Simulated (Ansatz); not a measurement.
# CH6ClSi2 (SMILES C[Si]([SiH3])Cl): a chain of runs

Aim: a structure relaxation (UHF/STO-3G), then the harmonic vibrations, then a geometry optimisation (UHF/3-21G), then vibrational wavenumbers of CH6ClSi2. 

Program for the calculation: Ansatz 0.2.0.

## Step 1: The structure to begin with

The species is CH6ClSi2 (10 atoms), meant as a doublet with charge 0. SMILES: `C[Si]([SiH3])Cl`. The coordinates come from a PBE0-D4/def2-TZVP relaxation. The run starts from this shape.

Bond lengths: C1–Si2 1.872 Å, Si2–Si3 2.338 Å, Si2–Cl4 2.073 Å, C1–H5 1.093 Å, C1–H6 1.094 Å, C1–H7 1.092 Å, Si3–H8 1.485 Å, Si3–H9 1.490 Å, Si3–H10 1.489 Å. Some angles: C1–Si2–Si3 115.2°, C1–Si2–Cl4 108.2°, Si3–Si2–Cl4 108.6°, Si2–C1–H5 110.0°, Si2–C1–H6 110.4°, Si2–C1–H7 110.6°, Si2–Si3–H8 109.0°, Si2–Si3–H9 112.4°, Si2–Si3–H10 108.4°, H5–C1–H6 108.7°.

## Step 2: A structure relaxation at UHF/STO-3G (start density atoms) (run 1)

Input file job.yaml:

```yaml
crystal:
  periodic: [false, false, false]
  atoms:
    - symbol: C
      position_ang: [-0.817600, 1.375900, -0.759000]
    - symbol: Si
      position_ang: [-0.393400, -0.447400, -0.745400]
    - symbol: Si
      position_ang: [1.253500, -1.073900, 0.791400]
    - symbol: Cl
      position_ang: [-2.123100, -1.512600, -0.330000]
    - symbol: H
      position_ang: [0.078700, 1.966200, -0.965000]
    - symbol: H
      position_ang: [-1.223500, 1.680800, 0.209700]
    - symbol: H
      position_ang: [-1.561600, 1.592100, -1.528300]
    - symbol: H
      position_ang: [1.490500, -2.535600, 0.676400]
    - symbol: H
      position_ang: [0.871400, -0.750900, 2.195100]
    - symbol: H
      position_ang: [2.508200, -0.345800, 0.457800]
basis:
  gaussian:
    orbitals: STO-3G
total_charge: 0
magnetization:
  spin_polarized: true
  initial_magnetization: 1
hamiltonian:
  xc: hf
relax:
  f_tol: 0.002
output: {orbitals: {seedname: orbitals}}
```

Started as:

```bash
ansatz run job.yaml --threads 1 --pin off --max-ram 3480MiB --events-out events.jsonl --progress --plain --runs-dir runs
```

Log:

```text
Warning: RAYON_NUM_THREADS=1 ignored (pool sized by the plan → 1); use --threads N
The last accepted step is kept in runs//last_step.txt (removed where the run ends without a failure and the disk answers)
[... 61 lines left out ...]
Total energy: -29027.44689720 eV, -1066.7389979619 hartree
[... 10 lines left out ...]
Dipole moment:     0.638256     0.312424    -0.204124 e Å
```

It took 9.6 s on 1 thread of Arm Neoverse V1, shared host; peak memory 0.11 GiB.

Step by step:

```csv
step,energy from the first frame kept (eV),largest force (eV/Å)
1,0.0000,1.9413
2,-0.2464,0.8990
3,-0.2702,0.2789
4,-0.2745,0.0331
5,-0.2746,0.0068
6,-0.2747,0.0106
7,-0.2747,0.0092
8,-0.2747,0.0017
```

After the run. Bond lengths: C1–Si2 1.871 Å, Si2–Si3 2.260 Å, Si2–Cl4 2.113 Å, C1–H5 1.083 Å, C1–H6 1.084 Å, C1–H7 1.083 Å, Si3–H8 1.422 Å, Si3–H9 1.424 Å, Si3–H10 1.423 Å. Some angles: C1–Si2–Si3 112.7°, C1–Si2–Cl4 105.5°, Si3–Si2–Cl4 108.3°, Si2–C1–H5 110.5°, Si2–C1–H6 111.5°, Si2–C1–H7 111.5°, Si2–Si3–H8 110.7°, Si2–Si3–H9 111.1°, Si2–Si3–H10 109.0°, H5–C1–H6 107.7°.

## Step 3: Vibrational wavenumbers at UHF/STO-3G (start density atoms) (run 2)

Input file job.yaml:

```yaml
crystal:
  periodic: [false, false, false]
  atoms:
    - {symbol: C, position_ang: [-0.780394, 1.333772, -0.728966]}
    - {symbol: Si, position_ang: [-0.340955, -0.484263, -0.781461]}
    - {symbol: Si, position_ang: [1.221571, -1.047080, 0.750697]}
    - {symbol: Cl, position_ang: [-2.127905, -1.510558, -0.316065]}
    - {symbol: H, position_ang: [0.089839, 1.941560, -0.945714]}
    - {symbol: H, position_ang: [-1.152303, 1.625286, 0.246314]}
    - {symbol: H, position_ang: [-1.543507, 1.578568, -1.456770]}
    - {symbol: H, position_ang: [1.484092, -2.444396, 0.711206]}
    - {symbol: H, position_ang: [0.803276, -0.691546, 2.064508]}
    - {symbol: H, position_ang: [2.429384, -0.352544, 0.458952]}
basis:
  gaussian: {orbitals: STO-3G}
magnetization: {spin_polarized: true, initial_magnetization: 1}
hamiltonian: {xc: hf}
phonons: {temperatures: {t_min: 298.15, t_max: 298.15, t_step: 1}}
```

Started as:

```bash
ansatz run job.yaml --threads 1 --pin off --max-ram 3480MiB --events-out events.jsonl --progress --plain --runs-dir runs
```

Log:

```text
Warning: RAYON_NUM_THREADS=1 ignored (pool sized by the plan → 1); use --threads N
[... 326 lines left out ...]
Total energy: -29027.44694026 eV, -1066.7389995443 hartree
[... 10 lines left out ...]
Dipole moment:     0.638255     0.312424    -0.204125 e Å
Vibrations: 71.20 131.11 155.36 203.64 237.80 521.85 644.02 684.50 697.00 878.41 1025.62 1045.48 1146.35 1228.68 1233.14 1667.26 1837.55 1841.18 2858.88 2907.88 2915.97 3559.81 3739.57 3748.98 cm⁻¹, zero-point energy 2.168561 eV
```

Run time: 42 s. Hardware: 1 thread of Arm Neoverse V1, shared host; peak memory 0.1 GiB.

## Step 4: A geometry optimisation at UHF/3-21G (start density atoms) (run 3)

Input file in.yaml:

```yaml
crystal:
  periodic: [false, false, false]
  atoms:
    - symbol: C
      position_ang: [-0.817600, 1.375900, -0.759000]
    - symbol: Si
      position_ang: [-0.393400, -0.447400, -0.745400]
    - symbol: Si
      position_ang: [1.253500, -1.073900, 0.791400]
    - symbol: Cl
      position_ang: [-2.123100, -1.512600, -0.330000]
    - symbol: H
      position_ang: [0.078700, 1.966200, -0.965000]
    - symbol: H
      position_ang: [-1.223500, 1.680800, 0.209700]
    - symbol: H
      position_ang: [-1.561600, 1.592100, -1.528300]
    - symbol: H
      position_ang: [1.490500, -2.535600, 0.676400]
    - symbol: H
      position_ang: [0.871400, -0.750900, 2.195100]
    - symbol: H
      position_ang: [2.508200, -0.345800, 0.457800]
basis:
  gaussian: {orbitals: 3-21G.json}
magnetization: {spin_polarized: true, initial_magnetization: 1}
hamiltonian: {xc: hf}
relax: {f_tol: 0.002}
output: {orbitals: {seedname: orbitals}}
```

The basis set 3-21G is read from a file made from the Basis Set Exchange's data (not shown).

Started as:

```bash
ansatz run in.yaml --threads 1 --pin off --max-ram 3480MiB --events-out events.jsonl --progress --plain --runs-dir runs
```

Log:

```text
Warning: RAYON_NUM_THREADS=1 ignored (pool sized by the plan → 1); use --threads N
The last accepted step is kept in runs//last_step.txt (removed where the run ends without a failure and the disk answers)
[... 80 lines left out ...]
Total energy: -29204.66221989 eV, -1073.2515409500 hartree
[... 10 lines left out ...]
Dipole moment:     0.653456     0.511597    -0.117676 e Å
```

It took 18 s on 1 thread of Arm Neoverse V1, shared host; peak memory 0.15 GiB.

Step by step:

```csv
step,energy from the first frame kept (eV),largest force (eV/Å)
1,0.0000,2.4205
2,-0.1827,0.4898
3,-0.1900,0.1565
4,-0.1962,0.0664
5,-0.1968,0.0194
6,-0.1974,0.0470
7,-0.1976,0.0259
8,-0.1976,0.0055
9,-0.1976,0.0062
10,-0.1976,0.0045
11,-0.1976,0.0023
```

After the run. Bond lengths: C1–Si2 1.913 Å, Si2–Si3 2.388 Å, Si2–Cl4 2.227 Å, C1–H5 1.086 Å, C1–H6 1.085 Å, C1–H7 1.083 Å, Si3–H8 1.482 Å, Si3–H9 1.486 Å, Si3–H10 1.487 Å. Some angles: C1–Si2–Si3 115.0°, C1–Si2–Cl4 106.6°, Si3–Si2–Cl4 106.2°, Si2–C1–H5 109.7°, Si2–C1–H6 110.3°, Si2–C1–H7 110.8°, Si2–Si3–H8 108.8°, Si2–Si3–H9 110.2°, Si2–Si3–H10 107.5°, H5–C1–H6 108.8°.

## Step 5: The harmonic vibrations at UHF/3-21G (start density atoms) (run 4)

Input file in.yaml:

```yaml
crystal:
  periodic: [false, false, false]
  atoms:
    - {symbol: C, position_ang: [-0.820709, 1.409071, -0.770942]}
    - {symbol: Si, position_ang: [-0.351531, -0.445390, -0.801965]}
    - {symbol: Si, position_ang: [1.289532, -1.096705, 0.806461]}
    - {symbol: Cl, position_ang: [-2.201388, -1.577961, -0.297801]}
    - {symbol: H, position_ang: [0.055191, 2.011797, -0.990439]}
    - {symbol: H, position_ang: [-1.199616, 1.685551, 0.207640]}
    - {symbol: H, position_ang: [-1.584125, 1.624987, -1.508783]}
    - {symbol: H, position_ang: [1.517107, -2.557012, 0.693088]}
    - {symbol: H, position_ang: [0.834902, -0.742757, 2.175749]}
    - {symbol: H, position_ang: [2.543739, -0.362779, 0.489692]}
basis:
  gaussian: {orbitals: 3-21G.json}
magnetization: {spin_polarized: true, initial_magnetization: 1}
hamiltonian: {xc: hf}
phonons: {temperatures: {t_min: 298.15, t_max: 298.15, t_step: 1}}
```

The basis set 3-21G is read from a file made from the Basis Set Exchange's data (not shown).

Started as:

```bash
ansatz run in.yaml --threads 1 --pin off --max-ram 3480MiB --events-out events.jsonl --progress --plain --runs-dir runs
```

Log:

```text
Warning: RAYON_NUM_THREADS=1 ignored (pool sized by the plan → 1); use --threads N
[... 326 lines left out ...]
Total energy: -29204.66221966 eV, -1073.2515409415 hartree
[... 10 lines left out ...]
Dipole moment:     0.653456     0.511596    -0.117676 e Å
Vibrations: 94.26 110.94 137.33 151.86 186.18 362.92 454.04 548.78 565.10 730.79 912.56 918.36 945.33 1001.30 1004.92 1469.62 1616.10 1625.21 2280.84 2285.69 2308.78 3186.83 3260.81 3277.72 cm⁻¹, zero-point energy 1.824817 eV
```

It took 58 s on 1 thread of Arm Neoverse V1, shared host; peak memory 0.15 GiB.

## Step 6: Summary of results

| quantity | value |
| --- | --- |
| run 1, UHF/STO-3G: total energy at the end | -1066.73900 Eh |
| run 1, UHF/STO-3G: dipole moment | 3.55 D |
| run 1, UHF/STO-3G: HOMO energy (highest over α and β) | -6.77 eV |
| run 1, UHF/STO-3G: LUMO energy (lowest over α and β) | 4.84 eV |
| run 1, UHF/STO-3G: ⟨S²⟩ | 0.752 |
| run 2, UHF/STO-3G: largest force on an atom | 0.002 eV/Å |
| run 2, UHF/STO-3G: lowest harmonic wavenumber | 71 cm⁻¹ |
| run 2, UHF/STO-3G: highest harmonic wavenumber | 3749 cm⁻¹ |
| run 2, UHF/STO-3G: zero-point energy | 209.2 kJ/mol |
| run 3, UHF/3-21G: total energy at the end | -1073.25154 Eh |
| run 3, UHF/3-21G: dipole moment | 4.03 D |
| run 3, UHF/3-21G: HOMO energy (highest over α and β) | -9.04 eV |
| run 3, UHF/3-21G: LUMO energy (lowest over α and β) | 0.39 eV |
| run 3, UHF/3-21G: ⟨S²⟩ | 0.754 |
| run 4, UHF/3-21G: largest force on an atom | 0.002 eV/Å |
| run 4, UHF/3-21G: lowest harmonic wavenumber | 94 cm⁻¹ |
| run 4, UHF/3-21G: highest harmonic wavenumber | 3278 cm⁻¹ |
| run 4, UHF/3-21G: zero-point energy | 176.1 kJ/mol |

In words: The optimisation (run 1, UHF/STO-3G) took 7 steps and changed the energy by -0.275 eV. All 24 modes (run 2, UHF/STO-3G) are real, so the shape is a minimum at this level. Mulliken charges (run 2, UHF/STO-3G) run from -0.43 on Cl4 to +0.57 on Si2; they depend strongly on the basis. The optimisation (run 3, UHF/3-21G) took 10 steps and changed the energy by -0.198 eV. All 24 modes (run 4, UHF/3-21G) are real, so the shape is a minimum at this level. Mulliken charges (run 4, UHF/3-21G) run from -1.05 on C1 to +0.75 on Si2.
